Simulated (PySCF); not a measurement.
# Cl3OW (WOCl3): the cost of one run

Programs: PySCF 2.14.0, with routines of our own; each step states its level. All values are computed. Atoms count from 0.

## (1) The system as given

5 atoms, charge 0, multiplicity 2; geometry from: GFN2-xTB.

## (2) Geometry optimisation at PBE0-D3(BJ)/def2-SVP

Job settings and geometry (Å):

```
{"job": {"xc": "PBE0", "basis": "def2-SVP", "d3": "d3bj", "grid": 1, "maxiter": 30, "shake": 0.03, "kind": "geom"}, "charge": 0, "multiplicity": 2}
W      0.250540    -0.079030     0.276540
O     -0.153350    -0.030630     1.896610
Cl     1.999390     0.003940    -0.823750
Cl    -0.959510     1.627590    -0.680320
Cl    -1.062220    -1.632360    -0.731210
```

On the command line:

```bash
> OMP_NUM_THREADS=1 python heavy_run.py task.json out
```

This one command runs all jobs of the session in turn.

Q: Estimate the wall time and peak memory of this first job on 1 thread of Arm Neoverse N1, shared host.

About 4.5 min, with a peak of 0.45 GiB.
